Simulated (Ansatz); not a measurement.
# Al3GaIr: the cost of one run

Computed with Ansatz 0.2.0 (DFT PBE, scalar-relativistic, plane waves, PAW, unless a step's input says otherwise).

**1. The starting structure**

It takes space group P4/mmm (No. 123, tetragonal). The conventional cell has a = 3.554 Å, b = 3.554 Å, c = 6.059 Å, α = 90.00°, β = 90.00°, γ = 90.00°. Al (site symmetry 4mm) is surrounded by 1 Al at 1.61 Å. Around Al (site symmetry 4/mmm) lie 2 Al at 1.61 Å. Around Ga (site symmetry 4/mmm) lie 4 Al at 2.51 Å. Ir (site symmetry 4/mmm) has 8 Al at 2.89 Å and 2 Ga at 3.03 Å as nearest neighbours.

Coordinates:

```
Al Ga Ir
1.0
     3.55422    0.00000    0.00000
     0.00000    3.55422    0.00000
     0.00000    0.00000    6.05908
Al Ga Ir
3 1 1
Direct
  0.00000 0.00000 0.76538
  0.00000 0.00000 0.23462
  0.00000 0.00000 0.50000
  0.50000 0.50000 0.50000
  0.50000 0.50000 0.00000
```

A structure generator made this guess: random cell by space group and Wyckoff sites (P4/mmm, No. 123). Lengths come from tabulated atomic sizes and are only a guess.

**2. A first look at the guess**

Contents of input.yaml:

```yaml
crystal:
  lattice:
    - [3.55421612, 0.0, 0.0]
    - [0.0, 3.55421612, 0.0]
    - [0.0, 0.0, 6.05907658]
  atoms:
    - { symbol: Al, position: [0.0, 0.0, 0.76537917] }
    - { symbol: Al, position: [0.0, 0.0, 0.23462083] }
    - { symbol: Al, position: [0.0, 0.0, 0.5] }
    - { symbol: Ga, position: [0.5, 0.5, 0.5] }
    - { symbol: Ir, position: [0.5, 0.5, 0.0] }
basis:
  ecutwfc: 420
kpoints:
  mp_grid: { grid: [6, 6, 4] }
hamiltonian:
  xc: pbe
scf:
  occupations: { method: gaussian, width: 0.1 }
  lower_state_search: "off"
output:
  forces: true
  stress: true
  eigenvalues: true
```

Run with:

```sh
ansatz run input.yaml --threads 1 --pin off --max-ram 2560MiB --backend cpu --events-out ev --progress --plain --runs-dir out
```

**Question.** How long does this run take on 1 thread of Intel Xeon 6975P-C (Granite Rapids), shared host, and how much memory does it need?

About 1.8 s, with a peak of 0.39 GiB.
